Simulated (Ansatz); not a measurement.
# C2H5FOSi: one species, many methods

An exercise on one series of results from a longer session: the logs are not shown, and one member is left open.

Method: functionals in def2-TZVPP, the program's frozen cores in correlated methods; program: Ansatz 0.2.0, Gaussian basis.

Levels to be run: PBE-D4, r2SCAN-D4, PBE0-D4, B3LYP-D4, ωB97X-V, ωB97M-V, B2PLYP; CCSD(T)/def2-TZVPP; MP2/def2-QZVPP; extrapolation to the limit.

## Structure used throughout

All runs share one geometry, relaxed beforehand with PBE0-D4 in a triple-zeta def2 set.

SMILES `F[SiH2]C1CO1`, 10 atoms, charge 0, spin multiplicity 1.

Atoms are counted from 1 here; the program's logs count them from 0.

Bond lengths: F1–Si2 1.602 Å, Si2–C3 1.863 Å, Si2–H6 1.482 Å, Si2–H7 1.482 Å, C3–C4 1.468 Å, C3–O5 1.441 Å, C3–H8 1.090 Å, C4–O5 1.408 Å, C4–H9 1.087 Å, C4–H10 1.088 Å. Angles: F1–Si2–C3 109.7°, F1–Si2–H6 107.5°, F1–Si2–H7 108.8°, C3–Si2–H6 111.1°, C3–Si2–H7 108.4°, H6–Si2–H7 111.3°, Si2–C3–C4 120.0°, Si2–C3–O5 111.4°, Si2–C3–H8 120.4°, C4–C3–O5 57.9°, C4–C3–H8 116.3°, O5–C3–H8 113.6°, C3–C4–O5 60.1°, C3–C4–H9 118.5°, C3–C4–H10 119.9°, O5–C4–H9 115.1°, O5–C4–H10 115.6°, H9–C4–H10 115.6° and more.

Set-up of the first run:

in.yaml reads:

```yaml
crystal:
  periodic: [false, false, false]
  atoms:
    - {symbol: F, position_ang: [-1.764120, 0.562243, 1.710131]}
    - {symbol: Si, position_ang: [-0.395023, 0.940353, 0.969371]}
    - {symbol: C, position_ang: [-0.263159, -0.006601, -0.629968]}
    - {symbol: C, position_ang: [0.619177, -1.175946, -0.720540]}
    - {symbol: O, position_ang: [1.064708, 0.077339, -1.183709]}
    - {symbol: H, position_ang: [-0.410012, 2.401468, 0.723143]}
    - {symbol: H, position_ang: [0.741384, 0.551156, 1.837475]}
    - {symbol: H, position_ang: [-1.052263, 0.062427, -1.378291]}
    - {symbol: H, position_ang: [0.426407, -1.912800, -1.496111]}
    - {symbol: H, position_ang: [1.116099, -1.550838, 0.171498]}
basis:
  gaussian: {orbitals: def2-TZVPP}
hamiltonian: {xc: pbe, dispersion: d4}
output: {forces: true, orbitals: {seedname: orbitals}}
```

The run is started by

```
> ansatz run in.yaml --threads 4 --pin off --events-out ev --progress --plain --max-ram 10444MiB
```

Among the steps run: PBE-D4 (GGA); r2SCAN-D4 (meta-GGA); PBE0-D4 (hybrid); B3LYP-D4 (hybrid); ωB97X-V (range-separated); ωB97M-V (range-separated); B2PLYP (double hybrid); CCSD(T) in def2-TZVPP; MP2 in def2-QZVPP.

One table of the session follows, with a row left open; its other results are not shown here.

```
            method  atomisation energy (kcal/mol)
            PBE-D4                          936.9
         r2SCAN-D4                          919.8
           PBE0-D4                              ?
          B3LYP-D4                          913.4
           ωB97X-V                          921.3
           ωB97M-V                          919.5
            B2PLYP                          906.8
     HF/def2-TZVPP                          658.8
    MP2/def2-TZVPP                          914.9
   CCSD/def2-TZVPP                          878.2
CCSD(T)/def2-TZVPP                          892.9
           MP2/CBS                          940.2
       CCSD(T)/CBS                          918.2
```

Estimate the missing values for PBE0-D4.

**Answer.** atomisation energy (kcal/mol): 916.5. In the column «atomisation energy (kcal/mol)» it lies between MP2/def2-TZVPP (914.9) and CCSD(T)/CBS (918.2).
